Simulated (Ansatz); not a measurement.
# AlClFHO: how energies converge with the basis set

The task here is to estimate one member of a computed series from the others.

Method: one geometry, several basis sets; program: Ansatz 0.2.0, Gaussian basis.

Plan: PBE0-D4/def2-SVP; ωB97M-V/def2-SVP; PBE0-D4/def2-QZVPP; ωB97M-V/def2-QZVPP; CCSD(T)/cc-pV(D+d)Z; CCSD(T)/cc-pV(T+d)Z; CCSD(T)/cc-pV(Q+d)Z; the functionals' def2-TZVPP values are taken from earlier runs.

**Structure used throughout**

An earlier PBE0-D4 in a triple-zeta def2 set relaxation fixed the geometry.

SMILES `[OH][Al]([F])[Cl]`, 5 atoms, charge 0, spin multiplicity 1.

Atoms are counted from 1 here; the program's logs count them from 0.

Bond lengths: O1–Al2 1.675 Å, O1–H5 0.956 Å, Al2–F3 1.634 Å, Al2–Cl4 2.076 Å. Angles: Al2–O1–H5 123.4°, O1–Al2–F3 118.3°, O1–Al2–Cl4 122.8°, F3–Al2–Cl4 118.8°.

Set-up of the first run:

in.yaml

```yaml
crystal:
  periodic: [false, false, false]
  atoms:
    - {symbol: O, position_ang: [0.455928, 1.205124, -0.026628]}
    - {symbol: Al, position_ang: [-0.053391, -0.362236, 0.275045]}
    - {symbol: F, position_ang: [0.081654, -0.942460, 1.796659]}
    - {symbol: Cl, position_ang: [-0.845260, -1.591143, -1.198745]}
    - {symbol: H, position_ang: [0.410968, 1.617015, -0.887831]}
basis:
  gaussian: {orbitals: def2-SVP}
hamiltonian: {xc: pbe0, dispersion: d4}
output: {orbitals: {seedname: orbitals}}
```

Launch:

```console
> ansatz run in.yaml --threads 2 --pin off --events-out ev --progress --plain --max-ram 31744MiB --backend cpu
```

Steps of the session up to this table: PBE0-D4 in def2-SVP; ωB97M-V in def2-SVP; PBE0-D4 in def2-QZVPP; ωB97M-V in def2-QZVPP.

One of the session's tables, all rows but one given; the rest of the session is left out.

It belongs to the step «Functionals by basis». 

| functional | basis | HOMO (eV) |
| --- | --- | --- |
| PBE0-D4 | def2-SVP | -9.36 |
| PBE0-D4 | def2-TZVPP | -9.57 |
| PBE0-D4 | def2-QZVPP | ? |
| ωB97M-V | def2-SVP | -11.61 |
| ωB97M-V | def2-TZVPP | -11.87 |
| ωB97M-V | def2-QZVPP | -11.93 |

Estimate the missing values for PBE0-D4, def2-QZVPP.

**Answer.** HOMO (eV): -9.61. In the column «HOMO (eV)» it lies between ωB97M-V, def2-SVP (-11.61) and PBE0-D4, def2-TZVPP (-9.57).
